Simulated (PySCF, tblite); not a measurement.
# Al16N17H15: electronic excitations

Wanted: electronic excitations for Al16N17H15.

Programs: tblite 0.8.0 and PySCF 2.14.0, with routines of our own; each step states its level. All values are computed. Atoms count from 0.

## 1. The starting structure

48 atoms, charge 0, multiplicity 1; geometry from: force field, distance geometry or constructed start.

## 2. Optimising the geometry with GFN2-xTB

What the job is given:

```
{"job": {"kind": "relax", "xc": "GFN2-xTB", "basis": "xTB"}, "charge": 0, "multiplicity": 1}
N      0.004900    -0.076800    -0.001600
Al    -1.562000     0.827600    -0.006900
N     -3.112500    -0.077300     0.001000
Al    -3.118400    -1.870600    -0.006200
N     -1.559800    -2.776200     0.003400
Al    -0.003300    -1.875500    -0.002600
N      4.676600     2.626700    -0.003300
Al     3.121100     3.527700     0.001500
N      1.561500     2.622900    -0.000400
Al     1.556000     0.824200     0.001600
N      3.115600    -0.076200    -0.002100
Al     4.674000     0.823000    -0.000000
N     -4.679900    -2.774300     0.005000
Al    -4.674300    -4.575600    -0.002700
N     -3.119900    -5.469900     0.000200
Al    -1.560700    -4.574400     0.006300
N      1.559200    -2.773100     0.000900
Al     3.116600    -1.878400    -0.001000
N      3.117100     5.326800     0.002500
Al     1.561600     6.225900     0.002700
N     -0.002300     5.328800     0.001500
Al    -0.000900     3.526500    -0.000200
N      4.679900    -2.770400     0.006600
Al     1.554600    -4.579300    -0.001500
N      3.118200    -5.472400     0.000900
Al     4.670400    -4.575900     0.002500
N     -1.558100     2.627300    -0.000700
Al    -1.559400     6.225600     0.001200
N     -3.117100     5.325400    -0.002000
Al    -3.116600     3.525400     0.003400
N      0.003600    -5.474400    -0.001100
N     -4.678400     2.626300     0.000200
Al    -4.677500     0.825100    -0.001900
H      5.579300     3.143700     0.003700
H      6.011400     0.056800    -0.003300
H     -5.576700    -2.252800    -0.002900
H     -6.011000    -5.344900    -0.004100
H     -3.116800    -6.512500    -0.002600
H      4.019500     5.841100    -0.000100
H      1.554000     7.768400     0.001200
H      5.577100    -2.257300     0.003800
H      3.123600    -6.520600     0.003700
H      6.015100    -5.344000    -0.003600
H     -1.556200     7.764500    -0.001800
H     -4.022100     5.846700     0.002400
H     -0.001900    -6.513400    -0.003400
H     -5.574800     3.145100    -0.000600
H     -6.010500     0.057600     0.002300
```

On the command line:

```sh
$ OMP_NUM_THREADS=4 python large_run.py task.json out
```

The driver reads the jobs from task.json and runs them one after another.

Standard output:

```text
step      E/eV     max force
  0   -2056.88199    1.100
  1   -2056.99486    0.359
  2   -2057.01329    0.222
  3   -2057.03247    0.150
  4   -2057.03812    0.134
  5   -2057.04566    0.153
  6   -2057.05011    0.159
  7   -2057.05650    0.129
  8   -2057.06150    0.151
  9   -2057.06521    0.148
 10   -2057.06730    0.094
 11   -2057.06853    0.053
 12   -2057.06927    0.049
 13   -2057.06980    0.046
 14   -2057.07032    0.047
 15   -2057.07091    0.051
 16   -2057.07145    0.037
 17   -2057.07176    0.022
 18   -2057.07192    0.019
```

It took 3.7 s on 4 threads of Arm Neoverse N1, shared host; peak memory 0.16 GiB.

The steps of the relaxation:

```csv
step,energy from step 0 (eV),largest force (eV/Å)
0,0.0000,1.0996
1,-0.1129,0.3593
2,-0.1313,0.2225
3,-0.1505,0.1500
4,-0.1561,0.1341
5,-0.1637,0.1534
6,-0.1681,0.1587
7,-0.1745,0.1293
8,-0.1795,0.1511
9,-0.1832,0.1482
10,-0.1853,0.0947
11,-0.1865,0.0532
12,-0.1873,0.0488
13,-0.1878,0.0457
14,-0.1883,0.0474
15,-0.1889,0.0516
16,-0.1895,0.0372
17,-0.1898,0.0226
18,-0.1899,0.0191
```

Close pairs (by a distance rule), those that changed most:

```csv
bond,before (Å),after (Å),change (Å)
N24–H41,1.048,1.017,-0.031
N28–H44,1.044,1.017,-0.028
N14–H37,1.043,1.017,-0.026
N6–H33,1.040,1.016,-0.024
N20–Al21,1.802,1.826,+0.024
N30–H45,1.039,1.016,-0.023
Al1–N2,1.795,1.818,+0.023
N18–H38,1.039,1.017,-0.022
```

The end geometry stands in the next job.

## 3. Harmonic vibrations with GFN2-xTB

What the job is given:

```
{"job": {"kind": "ir", "xc": "GFN2-xTB", "basis": "xTB"}, "charge": 0, "multiplicity": 1}
N     -0.000048    -0.074578    -0.002344
Al    -1.578470     0.816281    -0.003043
N     -3.165729    -0.070376    -0.001426
Al    -3.124276    -1.882425    -0.001449
N     -1.565398    -2.802380     0.002830
Al    -0.000264    -1.886760    -0.000865
N      4.711575     2.631299     0.000347
Al     3.149776     3.541059     0.001110
N      1.577484     2.634405    -0.000057
Al     1.578610     0.816509    -0.001039
N      3.165457    -0.071131    -0.001279
Al     4.726894     0.836694    -0.000641
N     -4.678376    -2.809692     0.000508
Al    -4.715757    -4.605878    -0.002028
N     -3.150815    -5.489319    -0.000350
Al    -1.564602    -4.616525     0.001288
N      1.564696    -2.802994    -0.000378
Al     3.124041    -1.883235     0.000326
N      3.129206     5.349643     0.001107
Al     1.576222     6.251779     0.001686
N      0.000041     5.358898     0.001580
Al     0.000093     3.532989     0.000311
N      4.678333    -2.810723     0.004132
Al     1.564611    -4.617339     0.000116
N      3.150625    -5.490960     0.002235
Al     4.715625    -4.607130     0.001427
N     -1.577034     2.633981    -0.001003
Al    -1.576101     6.252083     0.000913
N     -3.128813     5.349652     0.000577
Al    -3.149122     3.541013     0.000453
N     -0.000376    -5.505808    -0.001147
N     -4.711362     2.632163    -0.000342
Al    -4.726896     0.837598    -0.000940
H      5.578923     3.160790     0.001521
H      6.077322     0.105544    -0.003481
H     -5.521179    -2.237440    -0.000954
H     -6.039201    -5.370793    -0.004129
H     -3.110264    -6.505476    -0.000896
H      4.020138     5.839155     0.001140
H      1.575718     7.785780     0.001761
H      5.520755    -2.237749     0.004963
H      3.110198    -6.507184     0.002845
H      6.039802    -5.371294    -0.003033
H     -1.575616     7.786002    -0.001807
H     -4.019764     5.839119     0.001461
H     -0.001194    -6.521795    -0.002268
H     -5.578378     3.162186     0.000217
H     -6.077274     0.106713     0.001890
```

Standard output:

```text
mode    cm-1     km/mol
  1     -65.4      0.00
  2     -34.6      2.82
  3     -33.4      1.17
  4       7.8      0.00
  5      15.7      0.94
  6      22.9      0.86
  7      24.8      0.88
  8      38.4      0.00
  9      42.6      0.03
 10      43.5      0.00
 11      48.5      0.00
 12      55.1      0.53
 13      56.5      2.67
 14      63.9      0.00
 15      64.9      0.82
 16      70.5      0.02
 17      72.7      0.04
 18      73.3      1.72
 19      81.0      0.01
 20      84.5      4.90
 21      84.6     12.36
 22      87.1     20.00
 23      88.9      0.15
 24      96.8      0.39
 25     108.2      6.52
 26     114.6      0.02
 27     127.0      4.20
 28     139.0      3.52
 29     141.3      0.04
 30     149.6      3.00
 31     150.8      0.94
 32     159.1      1.22
 33     180.0      5.46
 34     187.2      2.96
 35     195.4      0.95
 36     209.5      9.89
 37     209.8     19.24
 38     216.0      0.00
 39     222.0      0.13
 40     225.3      0.80
 41     230.4      0.04
 42     232.2      0.01
 43     233.3      0.00
 44     240.2      0.21
 45     255.7      0.32
 46     258.1      0.05
 47     258.8      6.09
 48     271.2      0.00
 49     276.7      0.57
 50     278.4      9.32
 51     289.1      0.03
 52     314.5    142.37
 53     320.1      2.25
 54     338.3      3.19
 55     366.3      2.65
 56     369.0      0.13
 57     369.1      0.07
 58     380.7      0.04
 59     385.6      0.00
 60     393.0     39.03
 61     395.1      0.26
 62     401.2    118.93
 63     406.6     39.55
 64     408.4      0.02
 65     414.3      0.67
 66     430.8     11.77
 67     431.8    133.87
 68     432.5     44.38
 69     435.5      5.74
 70     438.7     12.08
 71     442.1   1132.20
 72     474.9      3.58
 73     477.6      8.17
 74     490.3      8.17
 75     511.6    188.14
 76     517.9    151.94
 77     521.2     86.95
 78     538.7      9.18
 79     567.9      8.00
 80     575.1     37.31
 81     598.6     23.33
 82     601.1     76.09
 83     638.6    253.48
 84     649.4    107.47
 85     658.7    232.52
 86     674.7     55.46
 87     675.2    111.91
 88     678.3    112.32
 89     684.3     49.82
 90     694.8      0.37
 91     701.1     14.70
 92     717.2     23.39
 93     720.5     15.44
 94     732.2      0.89
 95     743.5      0.71
 96     754.1      9.04
 97     770.5    145.59
 98     772.0      6.11
 99     785.3      5.55
100     791.5     95.12
101     806.0    163.92
102     816.2     55.19
103     820.9      9.25
104     822.0    260.22
105     824.3    116.31
106     824.6     47.16
107     830.9    199.14
108     832.1      0.07
109     840.5     15.21
110     841.6      1.72
111     846.8     95.29
112     850.5    193.55
113     852.4    334.32
114     862.2    161.46
115     862.9     71.43
116     869.2    682.09
117     876.8    967.27
118     881.7   1411.53
119     882.8     32.16
120     886.5     67.06
121     889.7   1766.47
122     891.3    323.19
123     894.3    257.37
124    1805.5    700.09
125    1807.0    159.31
126    1807.4    188.23
127    1835.2   1032.17
128    1854.3    909.16
129    1856.5    436.92
130    3286.0      1.76
131    3287.3      1.84
132    3313.3      4.67
133    3314.2      2.16
134    3318.3      5.03
135    3318.6      2.17
136    3325.7     12.85
137    3325.9     27.62
138    3326.1      1.81
```

Run time: 49 s. Hardware: 4 threads of Arm Neoverse N1, shared host; peak memory 0.16 GiB.

Which atoms move in the most intense modes:

```csv
cm⁻¹,km/mol,atoms
442,1132.2,"H40 25 %, H35 16 %"
869,682.1,"N24 18 %, N14 17 %, N30 12 %"
877,967.3,"N12 13 %, N28 13 %, N22 13 %, N18 13 %"
882,1411.5,"N31 18 %, N6 17 %"
890,1766.5,N30 11 %
1806,700.1,"H34 69 %, H47 21 %"
1835,1032.2,"H43 48 %, H39 47 %"
1854,909.2,"H42 79 %, H36 17 %"
```

## 4. Electronic excitations: TDDFT PBE0/def2-SVP

The job, as its differences from that of step 3:

```diff
@@ -1,2 +1,2 @@
-{"job": {"kind": "ir", "xc": "GFN2-xTB", "basis": "xTB"}, "charge": 0, "multiplicity": 1}
+{"job": {"kind": "uv", "basis": "def2-SVP", "grid": 1, "kgrid": 0, "vcut": 1.5, "nstates": 6, "ntriplets": 2, "tda": false, "delta": ["ip_vertical"], "pop": true, "xc": "PBE0"}, "charge": 0, "multiplicity": 1}
 N     -0.000048    -0.074578    -0.002344
```

Method: TDDFT PBE0/def2-SVP, vertical, gas phase, core orbitals frozen in the response, virtual orbitals cut by energy.

Standard output:

```text
start: PBE on a coarse grid of 50724 points
cycle   1  E = -4812.6564356682  dE =  4.098e+00  |g| = 2.680e+00  |ddm| = 8.724e+00
cycle   2  E = -4804.9099260944  dE =  7.747e+00  |g| = 5.790e+00  |ddm| = 8.732e+00
cycle   3  E = -4814.2495469223  dE = -9.340e+00  |g| = 4.604e-01  |ddm| = 7.212e+00
cycle   4  E = -4814.2913610653  dE = -4.181e-02  |g| = 3.935e-01  |ddm| = 1.154e+00
cycle   5  E = -4814.3288406266  dE = -3.748e-02  |g| = 1.601e-01  |ddm| = 4.644e-01
cycle   6  E = -4814.3356828628  dE = -6.842e-03  |g| = 3.474e-02  |ddm| = 1.837e-01
cycle   7  E = -4814.3359061144  dE = -2.233e-04  |g| = 1.986e-02  |ddm| = 4.489e-02
cycle   8  E = -4814.3359936903  dE = -8.758e-05  |g| = 4.296e-03  |ddm| = 1.861e-02
final grid: 208544 points
cycle   9  E = -4815.5598441852  dE = -2.627e-02  |g| = 3.291e-02  |ddm| = 6.120e-01
cycle  10  E = -4815.5599692230  dE = -1.250e-04  |g| = 2.720e-02  |ddm| = 7.169e-02
cycle  11  E = -4815.5601005842  dE = -1.314e-04  |g| = 1.414e-02  |ddm| = 3.300e-02
cycle  12  E = -4815.5601452320  dE = -4.465e-05  |g| = 2.920e-03  |ddm| = 1.183e-02
cycle  13  E = -4815.5601487657  dE = -3.534e-06  |g| = 1.335e-03  |ddm| = 3.531e-03
cycle  14  E = -4815.5601474284  dE =  1.337e-06  |g| = 2.413e-04  |ddm| = 1.218e-03
cycle  15  E = -4815.5601481844  dE = -7.560e-07  |g| = 6.069e-05  |ddm| = 3.023e-04
converged SCF energy = -4815.5601481844

Static polarisability (au): isotropic 438.848, principal 259.644 515.274 541.625

Singlet excitations
state   eV       nm        f      main configurations
  1   4.6962    264.0   0.00018   H->L 0.75
  2   4.8106    257.7   0.00000   H-1->L 0.72, H-3->L 0.09
  3   4.8948    253.3   0.00000   H-2->L 0.70, H->L+1 0.08
  4   4.9597    250.0   0.00000   H-3->L 0.52, H-5->L 0.30
  5   4.9863    248.6   0.00017   H-4->L 0.75
  6   5.0193    247.0   0.00000   H-5->L 0.38, H-3->L 0.17, H-7->L 0.12

Triplet excitations (Tamm-Dancoff, eV): 4.5664 4.6611
```

Run time: 11 min. Hardware: 4 threads of Arm Neoverse N1, shared host; peak memory 3.1 GiB.

Warnings kept with the result: ip_vertical: open-shell SCF did not converge.

Frontier orbitals and where they lie:

| orbital | eV | atoms |
| --- | --- | --- |
| HOMO−4 | -7.07 | N0 22 %, N4 10 %, N16 10 % |
| HOMO−3 | -7.00 | N16 20 %, N4 20 %, N12 16 % |
| HOMO−2 | -6.87 | N28 15 %, N18 15 %, N20 13 % |
| HOMO−1 | -6.81 | N24 13 %, N14 13 %, N22 13 % |
| HOMO | -6.64 | N30 20 %, N12 14 %, N22 14 % |
| LUMO | -1.12 | Al9 11 %, Al1 11 %, Al5 10 % |
| LUMO+1 | -0.52 | Al21 10 %, Al23 9 %, Al15 9 % |
| LUMO+2 | -0.28 | Al11 9 %, Al32 9 %, Al3 8 % |
| LUMO+3 | 0.16 | Al11 32 %, Al32 31 %, Al19 8 % |

Ground-state properties from the same run:

```csv
property,computed
dipole moment (D),0.13
polarisability (Å³),65.03
HOMO–LUMO gap (eV),5.52
−ε(HOMO) (eV),6.64
```

## 5. Summary of results

```
                                 quantity                        value
strongest single infrared mode (GFN2-xTB)        890 cm⁻¹, 1766 km/mol
             zero-point energy (GFN2-xTB)               134.0 kcal/mol
           lowest singlet (PBE0/def2-SVP)  4.70 eV (264 nm), f = 0.000
                           lowest triplet                      4.57 eV
```

The lowest mode is imaginary (65i cm⁻¹), so the xTB geometry is not a minimum. Unscaled tight-binding wavenumbers are off by several per cent, some by more. Its intensities can rank the bands wrongly. The first singlet state (HOMO→LUMO 0.75) lies at 4.70 eV and is dark. The lowest triplet lies 0.13 eV below the lowest singlet (triplets in Tamm-Dancoff, singlets in full TDDFT).
